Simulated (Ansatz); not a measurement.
# CH6FPSi: rotation by 120° about the Si2–P4 bond, part 2 of 2

How high is the barrier for the rotation by 120° about the Si2–P4 bond? Relax the two ends, then run a nudged elastic band between them. SMILES of the start: C[SiH](F)P.

Ansatz 0.2.0; RKS B3LYP/def2-mTZVP. The steps go on from the part before.

### Step 6. Vibrations at the top

The geometry is the highest inner image of the first converged band.

input.yaml reads:

```yaml
crystal:
  periodic: [false, false, false]
  atoms:
    - { symbol: C, position_ang: [0.340205, 1.346013, 0.312544] }
    - { symbol: Si, position_ang: [-0.412021, -0.348038, 0.558298] }
    - { symbol: F, position_ang: [-0.061371, -0.832272, 2.068178] }
    - { symbol: P, position_ang: [0.432186, -1.931935, -0.849085] }
    - { symbol: H, position_ang: [0.064563, 1.76327, -0.658515] }
    - { symbol: H, position_ang: [-0.011577, 2.03455, 1.084369] }
    - { symbol: H, position_ang: [1.430141, 1.317102, 0.366269] }
    - { symbol: H, position_ang: [-1.890753, -0.302296, 0.475792] }
    - { symbol: H, position_ang: [-0.777486, -2.102224, -1.577843] }
    - { symbol: H, position_ang: [0.969212, -0.99537, -1.777207] }
basis:
  gaussian: { orbitals: def2-mTZVP }
hamiltonian:
  xc: b3lyp
phonons: {}
```

On the command line:

```
$ ansatz run input.yaml --threads 2 --pin off --max-ram 3072MiB --backend cpu --events-out ev --progress --plain --runs-dir out
```

The log of the run (excerpt; [...] marks lines left out):

```text
Warning: RAYON_NUM_THREADS=2 ignored (pool sized by the plan → 2); use --threads N
[...]
Functional definition: B3LYP
[...]
995 factors; integrals over basis functions are off by at most 6.4e-4 eV
[...]
mean field -21022.91392590 eV, -772.5778369339 hartree, gradient 6.6e-5 eV, S^2 0.000000; 0 other end points of the search recorded, 0 dependent functions left out
[...]
reference -21022.91420615 eV, -772.5778472328 hartree; 25, 25 occupied and 75, 75 virtual orbitals, 995 factors
[...]
995 factors; integrals over basis functions are off by at most 6.4e-4 eV
mean field -21022.91374875 eV, -772.5778304237 hartree, gradient 2.3e-6 eV, S^2 0.000000; 0 other end points of the search recorded, 0 dependent functions left out
[...]
reference -21022.91402900 eV, -772.5778407229 hartree; 25, 25 occupied and 75, 75 virtual orbitals, 995 factors
[...]
995 factors; integrals over basis functions are off by at most 6.4e-4 eV
[...]
WARN: phonons: modes at or below zero, which the zero-point energy, F, S and C_V leave out: 1, the lowest at -116.94 cm⁻¹. A minimum has none, and a first-order saddle one
[...]
Atom 1 at    -0.412021    -0.348038     0.558298 Å, force     0.009287    -0.011121     0.006791 eV/Å
Atom 2 at    -0.061371    -0.832272     2.068178 Å, force    -0.005919    -0.000726    -0.008937 eV/Å
Atom 3 at     0.432186    -1.931935    -0.849085 Å, force     0.004172     0.014608     0.005962 eV/Å
Atom 4 at     0.064563     1.763270    -0.658515 Å, force     0.000149    -0.002073    -0.001930 eV/Å
Atom 5 at    -0.011577     2.034550     1.084369 Å, force     0.005539     0.004741    -0.003904 eV/Å
Atom 6 at     1.430141     1.317102     0.366269 Å, force     0.004532    -0.003950    -0.000584 eV/Å
Atom 7 at    -1.890753    -0.302296     0.475792 Å, force    -0.002522     0.001484     0.000861 eV/Å
Atom 8 at    -0.777486    -2.102224    -1.577843 Å, force    -0.007983    -0.008378    -0.002408 eV/Å
Atom 9 at     0.969212    -0.995370    -1.777207 Å, force     0.003033     0.001850    -0.002080 eV/Å
Dipole moment:    -0.094120     0.365903    -0.371132 e Å
Vibrations: -116.94 162.62 171.32 225.14 259.63 432.31 635.13 665.93 689.27 782.29 799.46 828.98 899.32 927.04 1129.50 1336.59 1479.29 1484.25 2229.59 2370.22 2381.97 3034.38 3099.44 3104.47 cm⁻¹, zero-point energy 1.805715 eV
```

Wall time 97 s (2 threads of Arm Neoverse V1, shared host); peak memory 0.2 GiB.

Of 24 modes, 1 is imaginary by more than 30 cm⁻¹ (117i cm⁻¹).

### Step 7. The band again, with other settings

crystal.atoms is end A as relaxed above, and neb.final_atoms is end B, turned to lie on A. With 7 inner images the band has 9 in all.

input.yaml reads:

```yaml
crystal:
  periodic: [false, false, false]
  atoms:
    - { symbol: C, position_ang: [0.039796, 1.360748, 0.101891] }
    - { symbol: Si, position_ang: [-0.320409, -0.384816, 0.6698] }
    - { symbol: F, position_ang: [0.472881, -0.62424, 2.065979] }
    - { symbol: P, position_ang: [0.317119, -2.055514, -0.73331] }
    - { symbol: H, position_ang: [-0.498384, 1.592432, -0.820153] }
    - { symbol: H, position_ang: [-0.269437, 2.08511, 0.85928] }
    - { symbol: H, position_ang: [1.104558, 1.509451, -0.08733] }
    - { symbol: H, position_ang: [-1.765637, -0.563441, 0.947054] }
    - { symbol: H, position_ang: [-0.490859, -1.571885, -1.803944] }
    - { symbol: H, position_ang: [1.493471, -1.399045, -1.196467] }
basis:
  gaussian: { orbitals: def2-mTZVP }
hamiltonian:
  xc: b3lyp
neb:
  order_check: false
  images: 7
  f_tol: 0.03
  max_iterations: 60
  initial_path: idpp
  optimiser: fire
  climbing: immediate
  final_atoms:
    - { symbol: C, position_ang: [0.15752813, 1.49371385, 0.22950597] }
    - { symbol: Si, position_ang: [-0.28364781, -0.30122997, 0.50348851] }
    - { symbol: F, position_ang: [0.17216773, -0.73119985, 2.00141213] }
    - { symbol: P, position_ang: [0.86893891, -1.64180499, -0.92436607] }
    - { symbol: H, position_ang: [-0.17907415, 1.84064747, -0.75064551] }
    - { symbol: H, position_ang: [-0.31680623, 2.1265302, 0.98301007] }
    - { symbol: H, position_ang: [1.23543029, 1.65598633, 0.28884504] }
    - { symbol: H, position_ang: [-1.75136709, -0.50081706, 0.44534511] }
    - { symbol: H, position_ang: [0.04894547, -2.7850462, -0.70913348] }
    - { symbol: H, position_ang: [0.13098375, -1.20797977, -2.06466177] }
```

On the command line:

```
$ ansatz run input.yaml --threads 2 --pin off --max-ram 3072MiB --backend cpu --events-out ev --progress --plain --runs-dir out
```

The log of the run (excerpt; [...] marks lines left out):

```text
Warning: RAYON_NUM_THREADS=2 ignored (pool sized by the plan → 2); use --threads N
[...]
[... 1 set-up line as earlier in the session ...]
[...]
995 factors; integrals over basis functions are off by at most 6.2e-4 eV
[...]
mean field -21022.94098786 eV, -772.5788314426 hartree, gradient 6.3e-5 eV, S^2 0.000000; 0 other end points of the search recorded, 0 dependent functions left out
[...]
reference -21022.94126712 eV, -772.5788417054 hartree; 25, 25 occupied and 75, 75 virtual orbitals, 995 factors
995 factors; integrals over basis functions are off by at most 6.2e-4 eV
[...]
mean field -21022.94883652 eV, -772.5791198755 hartree, gradient 5.6e-5 eV, S^2 0.000000; 0 other end points of the search recorded, 0 dependent functions left out
[...]
reference -21022.94911968 eV, -772.5791302813 hartree; 25, 25 occupied and 75, 75 virtual orbitals, 995 factors
[...]
Atom 1 at    -0.414260    -0.348752     0.560533 Å, force    -0.009958    -0.005899     0.004032 eV/Å
Atom 2 at    -0.062790    -0.831247     2.070457 Å, force    -0.001236    -0.002326    -0.002424 eV/Å
Atom 3 at     0.428214    -1.931994    -0.846765 Å, force     0.014091     0.007095    -0.002165 eV/Å
Atom 4 at     0.054425     1.763110    -0.657284 Å, force     0.000276    -0.002947    -0.002156 eV/Å
Atom 5 at    -0.000991     2.033727     1.086675 Å, force     0.003958    -0.002482    -0.007330 eV/Å
Atom 6 at     1.429450     1.310559     0.351600 Å, force     0.004525     0.000599     0.000472 eV/Å
Atom 7 at    -1.893097    -0.303857     0.478634 Å, force    -0.002026     0.003573     0.002490 eV/Å
Atom 8 at    -0.775933    -2.093908    -1.586992 Å, force    -0.004347     0.000916     0.001961 eV/Å
Atom 9 at     0.979037    -0.992871    -1.764477 Å, force    -0.000159    -0.007217    -0.005259 eV/Å
Dipole moment:    -0.092999     0.366170    -0.371265 e Å
this run last wrote the band of iteration 22 to <dir>; this run last wrote the band within `neb.f_tol` of iteration 18 to <dir>
```

It took 5.7 min on 2 threads of Arm Neoverse V1, shared host; peak memory 0.22 GiB.

### Step 8. The band, image by image

Images 0 and 8 are the ends. Energies count from image 0; the path length is the program's own measure over all atoms.

```
image  path (Å)  energy (eV)  dihedral F3–Si2–P4–H9 (°)  band force (eV/Å)
    0     0.000       0.0000                       -179                  -
    1     0.359       0.0040                        168              0.010
    2     0.718       0.0142                        155              0.013
    3     1.077       0.0241                        143              0.019
   4*     1.436       0.0271                        130              0.012
    5     1.810       0.0208                        116              0.017
    6     2.184       0.0082                        103              0.011
    7     2.557      -0.0034                         90              0.008
    8     2.931      -0.0078                         77                  -
```

The star marks the climbing image.

image, energy (eV) and a bar:
```
        0      0.000 #######
        1      0.004 ##########
        2      0.014 ###################
        3      0.024 ###########################
        4      0.027 ##############################
        5      0.021 #########################
        6      0.008 ##############
        7     -0.003 ####
        8     -0.008
```

### Step 9. Another band, settings changed

crystal.atoms is end A as relaxed above, and neb.final_atoms is end B, turned to lie on A. With 7 inner images the band has 9 in all.

input.yaml: that of step 7 with these lines changed.

```diff
@@ -23,4 +23,4 @@
   initial_path: idpp
-  optimiser: fire
-  climbing: immediate
+  max_displacement: 0.02
+  optimiser: lbfgs
   final_atoms:
```

On the command line:

```
$ ansatz run input.yaml --threads 2 --pin off --max-ram 3072MiB --backend cpu --events-out ev --progress --plain --runs-dir out
```

The log of the run (excerpt; [...] marks lines left out):

```text
Warning: RAYON_NUM_THREADS=2 ignored (pool sized by the plan → 2); use --threads N
[...]
[... 1 set-up line as earlier in the session ...]
[...]
995 factors; integrals over basis functions are off by at most 6.2e-4 eV
[...]
mean field -21022.94098786 eV, -772.5788314426 hartree, gradient 6.3e-5 eV, S^2 0.000000; 0 other end points of the search recorded, 0 dependent functions left out
[...]
reference -21022.94126712 eV, -772.5788417054 hartree; 25, 25 occupied and 75, 75 virtual orbitals, 995 factors
995 factors; integrals over basis functions are off by at most 6.2e-4 eV
[...]
mean field -21022.94883652 eV, -772.5791198755 hartree, gradient 5.6e-5 eV, S^2 0.000000; 0 other end points of the search recorded, 0 dependent functions left out
[...]
reference -21022.94911968 eV, -772.5791302813 hartree; 25, 25 occupied and 75, 75 virtual orbitals, 995 factors
[...]
Atom 1 at    -0.414760    -0.349460     0.562900 Å, force    -0.005081    -0.008436     0.001168 eV/Å
Atom 2 at    -0.057973    -0.834393     2.070563 Å, force     0.000522     0.003118     0.006440 eV/Å
Atom 3 at     0.423786    -1.933282    -0.846714 Å, force     0.004742     0.008674    -0.000569 eV/Å
Atom 4 at     0.053797     1.757293    -0.660940 Å, force     0.000072     0.001209    -0.000506 eV/Å
Atom 5 at    -0.002934     2.037917     1.081448 Å, force    -0.002013    -0.001763     0.000337 eV/Å
Atom 6 at     1.427688     1.310050     0.351376 Å, force     0.000253     0.001507     0.001093 eV/Å
Atom 7 at    -1.893997    -0.306498     0.486037 Å, force    -0.000199     0.004394    -0.000011 eV/Å
Atom 8 at    -0.778195    -2.080568    -1.593727 Å, force    -0.001276    -0.000033    -0.000583 eV/Å
Atom 9 at     0.988538    -0.996086    -1.757745 Å, force     0.000238    -0.005078    -0.006122 eV/Å
Dipole moment:    -0.092209     0.368709    -0.370909 e Å
this run last wrote the band of iteration 32 to <dir>; this run last wrote the band within `neb.f_tol` of iteration 28 to <dir>
```

It took 8.5 min on 2 threads of Arm Neoverse V1, shared host; peak memory 0.2 GiB.

### Step 10. Images and barrier

Images 0 and 8 are the ends. Energies count from image 0; the path length is the program's own measure over all atoms.

```
image  path (Å)  energy (eV)  dihedral F3–Si2–P4–H9 (°)  band force (eV/Å)
    0     0.000       0.0000                       -179                  -
    1     0.354       0.0040                        169              0.023
    2     0.709       0.0138                        156              0.018
    3     1.063       0.0238                        143              0.023
   4*     1.417       0.0272                        130              0.009
    5     1.797       0.0214                        117              0.025
    6     2.177       0.0087                        103              0.029
    7     2.556      -0.0032                         90              0.009
    8     2.936      -0.0078                         77                  -
```

The star marks the climbing image.

image, energy (eV) and a bar:
```
        0      0.000 #######
        1      0.004 ##########
        2      0.014 ###################
        3      0.024 ###########################
        4      0.027 ##############################
        5      0.021 #########################
        6      0.009 ##############
        7     -0.003 ####
        8     -0.008
```

### Step 11. Outcome

This closing draws on all 2 parts.

| quantity | value |
| --- | --- |
| end A | 11 moves, 0.368 eV lower |
| end B | 10 moves, 0.322 eV lower |
| first band: barrier forwards | 0.027 eV |
| first band: barrier backwards | 0.035 eV |
| first band: second end relative to first | -0.008 eV |
| first band: highest image | 4 of 0 to 8, climbing |
| first band: band iterations | 5 |
| imaginary modes at the top | 117i cm⁻¹ |
| second band | top 0.027 eV above image 0, 22 iterations, 7 inner images |
| time, first and second band | 97 s and 5.7 min |
| third band | top 0.027 eV above image 0, 32 iterations, 7 inner images |
| time, first and third band | 97 s and 8.5 min |

In the first band: the barrier from the first end is 0.027 eV, 1.0 times kT at 300 K. The two ends lie within 8 meV of each other. The listed dihedral goes from -179° at end A through 129° at the highest image to 77° at end B; the relaxed ends differ by 104° in it rather than the 120° set up, and other torsions can move along the band as well. One imaginary mode, as a first-order saddle point has. The second band's top agrees with the first's to 1 meV, so the changed settings hardly move the height. The third band's top agrees with the first's to 1 meV, so the changed settings hardly move the height. Zero-point energy and entropy are left out.
